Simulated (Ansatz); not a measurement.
# AlBrClF2H: the cost of one run

The runs use Ansatz 0.2.0, Gaussian basis; PBE0-D4/def2-SVP.

### Step 1. Where the work starts

The start, a first-order saddle point found at PBE0-D4 in triple zeta: 6 atoms, charge 0, spin multiplicity 1.

Atoms are counted from 1 here; the program's logs count them from 0.

Bond lengths: Al1–Br2 2.435 Å, Al1–F3 1.636 Å, Al1–F4 1.636 Å, Al1–Cl6 2.232 Å, Br2–H5 1.672 Å, H5–Cl6 1.628 Å. Angles: Br2–Al1–F3 110.5°, Br2–Al1–F4 110.5°, Br2–Al1–Cl6 85.1°, F3–Al1–F4 121.0°, F3–Al1–Cl6 112.0°, F4–Al1–Cl6 112.0°, Al1–Br2–H5 61.3°, Br2–H5–Cl6 146.4°, Al1–Cl6–H5 67.2°.

Coordinates:

```
Al   -0.5275   -0.1629   -0.3822
Br    1.6556   -1.0187    0.2746
F    -0.5293    0.2493   -1.9657
F    -1.7200   -1.0891    0.2483
H     1.1513    0.4512    0.8920
Cl   -0.0301    1.5702    0.9331
```

### Step 2. The run

Contents of md/in.yaml:

```yaml
crystal:
  periodic: [false, false, false]
  atoms:
    - {symbol: Al, position_ang: [-0.527525, -0.162938, -0.382182]}
    - {symbol: Br, position_ang: [1.655621, -1.018722, 0.274590]}
    - {symbol: F, position_ang: [-0.529323, 0.249302, -1.965653]}
    - {symbol: F, position_ang: [-1.720018, -1.089088, 0.248317]}
    - {symbol: H, position_ang: [1.151265, 0.451214, 0.891958]}
    - {symbol: Cl, position_ang: [-0.030119, 1.570231, 0.933070]}
basis:
  gaussian: {orbitals: def2-SVP}
hamiltonian: {xc: pbe0, dispersion: d4}
md: {n_steps: 30, timestep: 0.5, temperature: 200, ensemble: nve, seed: 755, initial_velocities: maxwell_boltzmann}
```

On the command line:

```
> ansatz run in.yaml --threads 4 --pin off --events-out ev --progress --plain --max-ram 9574MiB
```

**Question.** How long does this run take on 4 threads of Arm Neoverse V1, shared host?

About 47 s.
